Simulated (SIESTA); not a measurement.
ScTaN:

```
Ta Sc N
1.0
     3.08507    0.00000    0.00000
    -1.54253    2.67175    0.00000
     0.00000    0.00000   10.34014
Ta Sc N
2 2 2
Direct
  0.32860 0.65725 0.24890
  0.66965 0.33669 0.74720
  0.02118 0.99445 0.99675
  0.00434 0.98179 0.49880
  0.34592 0.68021 0.63276
  0.65755 0.31258 0.37255
```

The cell comes from a database or a generator and needn't be the stable form of this composition.

The cell isn't the ideal one: atoms moved at random, drawn with an rms of 0.05 Å.

Base run:

* Program: SIESTA 5.4.2
* Functional: PBE
* Potentials or basis: PseudoDojo 0.4 standard (PBE files)
* Basis: DZP (energy shift 0.003 Ry; two zetas on semicore shells)
* Grid cutoff: 800 Ry
* Energy shift: 0.003 Ry
* k mesh: 10 × 10 × 3
* Occupations: fermi-dirac, width 0.05 eV
* Spin: no spin polarisation

Its results: band gap on the k mesh none (metal or under the smearing width); pressure 3.4 GPa; largest force 1.845 eV/Å.

The run is repeated on the same cell with these changes: functional from PBE to PBEsol; potentials or basis from PseudoDojo 0.4 standard (PBE files) to PseudoDojo 0.4 standard (PBEsol files). What comes out?

Band gap on the k mesh none (metal or under the smearing width); pressure -2.8 GPa; largest force 1.504 eV/Å.

Caveats: short orbitals over semicore shells can move pressures by several GPa; the basis of atomic orbitals isn't converged, which shifts pressures, moduli and gaps.
